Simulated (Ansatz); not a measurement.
**LaP2Ru2: further runs on the relaxed cell**

One table from this session's results is given with a row withheld; the runs are named, their logs left out.

Program: Ansatz 0.2.0. Level of theory: DFT PBEsol, scalar-relativistic, plane waves, PAW. These are calculated values, not measurements.

## The starting structure

It takes space group I4/mmm (No. 139, tetragonal). Conventional cell: a = 4.014 Å, b = 4.014 Å, c = 10.595 Å, α = 90.00°, β = 90.00°, γ = 90.00°. Around La (site symmetry 4/mmm) lie 8 P at 3.21 Å and 8 Ru at 3.32 Å. Around P (site symmetry 4mm) lie 4 Ru at 2.32 Å and 4 La at 3.21 Å. Around Ru (site symmetry -4m2) lie 4 P at 2.32 Å.

Structure file:

```
La P Ru
1.0
    -2.00693    2.00693    5.29752
     2.00693   -2.00693    5.29752
     2.00693    2.00693   -5.29752
La P Ru
1 2 2
Direct
  0.00000 0.00000 0.00000
  0.64074 0.64074 0.00000
  0.35926 0.35926 0.00000
  0.75000 0.25000 0.50000
  0.25000 0.75000 0.50000
```

It goes back to an entry of the Materials Project.

This cell was relaxed beforehand with the same method: volume 17.07 Å³/atom, gap on the mesh none (metal).

Set-up of the first run:

Input file input.yaml:

```yaml
crystal:
  lattice:
    - [-1.9866548722, 1.9866548722, 5.2440072293]
    - [1.9866548722, -1.9866548722, 5.2440072293]
    - [1.9866548722, 1.9866548722, -5.2440072293]
  atoms:
    - { symbol: La, position: [0.0, 0.0, 0.0] }
    - { symbol: P, position: [0.6407418046, 0.6407418046, 0.0] }
    - { symbol: P, position: [0.3592581954, 0.3592581954, 0.0] }
    - { symbol: Ru, position: [0.75, 0.25, 0.5] }
    - { symbol: Ru, position: [0.25, 0.75, 0.5] }
basis:
  ecutwfc: 420
kpoints:
  mp_grid: { grid: [12, 12, 12] }
hamiltonian:
  xc: pbesol
scf:
  occupations: { method: gaussian, width: 0.1 }
output:
  forces: true
  stress: true
  eigenvalues: true
relax:
  adjacent_minimum: "off"
  f_tol: 0.01
  max_steps: 30
  cell: { stress_tol: 0.1, fix: [volume] }
```

Command:

```
> ansatz run input.yaml --threads 2 --pin off --max-ram 5120MiB --backend cpu --events-out ev --progress --plain --runs-dir out
```

Among the steps run: The cell scaled to 0.97 of its volume; The cell scaled to 1.03 of its volume; Volume × 0.94; Volume × 1.06; Volume × 0.91; Volume × 1.10; Point at V/V0 = 0.88.

One of the session's tables, all rows but one given; the rest of the session is left out.

It belongs to the step «Energy against volume». 

```
volume (Å³/atom)  energy above the lowest point (meV/atom)  pressure (GPa)
          15.021                                      83.1           16.98
          15.533                                      40.3           10.12
          16.046                                      16.5            4.98
          16.558                                       4.3            3.01
          17.070                                       0.0            0.00
          17.582                                         ?               ?
          18.094                                      18.8           -5.66
          18.777                                      50.2           -8.90
```

Q: Estimate the row for volume (Å³/atom) = 17.582 from the others.

Worked estimate for «energy above the lowest point (meV/atom)». A straight line through the neighbours (17.070, 0.0) and (18.094, 18.8) gives 0.0 + (18.8 − 0.0) × (17.582 − 17.070) / (18.094 − 17.070) = 9.4; a parabola fitted to 4 rows on both sides gives 5.0.

**Answer.** energy above the lowest point (meV/atom): 4.9; pressure (GPa): -2.92. In «energy above the lowest point (meV/atom)» the line misses by +4.5 and the parabola by +0.1.
